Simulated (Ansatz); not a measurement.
**GaH− (quartet): wave-function methods side by side at distance Ga1–H2 = 2.913 Å, aug-cc-pVDZ**

How much of the correlation energy of GaH− (quartet) does each wave-function method recover here?

The runs use Ansatz 0.2.0, Gaussian basis; aug-cc-pVDZ, core rule «outside noble gas», up to 14 orbitals frozen.

Plan: UHF; CCSD(T) on ROHF; CCSD(T) on UHF; BCCD(T) on ROHF; CISD as a restricted active space (open shells left free, so some higher excitations enter); CCSDT(Q) on ROHF; CCSDT(Q) on UHF; CASSCF and MRCISD+Q, 5 electrons in 5 orbitals; CASSCF and NEVPT2, 5 electrons in 5 orbitals; Full CI.

16 further runs of the same task are left out: 1 for a known fault of the program, 12 that didn't finish, 3 set aside as unsound or not needed. Runs told in other sessions of the task aren't counted.

### Step 1. The system

The geometry derives from a PBE0/def2-TZVPD stationary point (not a proven minimum). One bond is set to the value named and the two fragments are kept rigid. No spin-orbit coupling is included. The filled d shell of Ga may be among the frozen orbitals whatever the setting's name suggests.

2 atoms, charge -1, spin multiplicity 4.

Atoms are counted from 1 here; the program's logs count them from 0.

No contacts short enough for the rule that draws bonds.

As a file:

```xyz
2
GaH
Ga    0.0000    0.0000    0.0000
H     0.0000    0.0000    2.9130
```

### Step 2. UHF

in.yaml reads:

```yaml
crystal:
  periodic: [false, false, false]
  atoms:
    - {symbol: Ga, position_ang: [0.000000, 0.000000, 0.000000]}
    - {symbol: H, position_ang: [0.000000, 0.000000, 2.913000]}
basis:
  gaussian: {orbitals: aug-cc-pVDZ}
total_charge: -1
magnetization: {spin_polarized: true, initial_magnetization: 3}
hamiltonian: {xc: hf}
output: {orbitals: {seedname: orbitals}}
```

Run with:

```
> ansatz run in.yaml --threads 1 --pin off --events-out ev --progress --plain --max-ram 2393MiB
```

Further steps of the session: CCSD(T) on ROHF; CCSD(T) on UHF; BCCD(T) on ROHF; CISD as a restricted active space (open shells left free, so some higher excitations enter); CCSDT(Q) on ROHF; CCSDT(Q) on UHF; CASSCF and MRCISD+Q, 5 electrons in 5 orbitals; CASSCF and NEVPT2, 5 electrons in 5 orbitals; Full CI.

Q: Predict the results of all the runs planned. Wanted: FCI from the RHF energy; RMP2 from FCI; UMP2 from FCI; RCCSD from FCI; RCCSD(T) from FCI; UCCSD(T) from FCI; RCCSDT(Q) from FCI; UCCSDT(Q) from FCI; NEVPT2 valence from FCI.

The runs gave:

| quantity | value |
| --- | --- |
| FCI from the ROHF energy | -1.7242 eV |
| RMP2 from FCI | +11.99 kcal/mol |
| UMP2 from FCI | +12.03 kcal/mol |
| RCCSD from FCI | +1.80 kcal/mol |
| RCCSD(T) from FCI | +0.58 kcal/mol |
| UCCSD(T) from FCI | +0.47 kcal/mol |
| RCCSDT(Q) from FCI | +0.02 kcal/mol |
| UCCSDT(Q) from FCI | -0.09 kcal/mol |
| NEVPT2 valence from FCI | +10.43 kcal/mol |
| MRCISD+Q valence from FCI | -0.07 kcal/mol |
| levels within 1 kcal/mol (43 meV) | RCCSD(T), UCCSD(T), BCCD(T), RCCSDT, UCCSDT, RCCSDT(Q), UCCSDT(Q), MRCISD+Q valence |
| T1 diagnostic | 0.029 |
| effectively unpaired electrons | 3.05 |

In words: RCCSD(T) misses by +0.58 kcal/mol, 1.5 % of the correlation energy. UCCSDT(Q), MRCISD+Q valence fall below full CI: unrestricted runs freeze a spin-polarised core, another one than full CI's, and coupled cluster isn't variational. One determinant dominates. Of the multireference levels listed MRCISD+Q valence comes nearest in total energy (-0.07 kcal/mol), which doesn't show that its space is the better one. These misses are within one basis, not against nature; the frozen cores of restricted and unrestricted runs differ, which can shift their rows.

Levels on UHF freeze UHF's core orbitals, full CI those of ROHF, so the U rows can settle a little off it for that reason alone.

With open shells the CI space here admits some higher excitations, so it is larger than plain CISD.
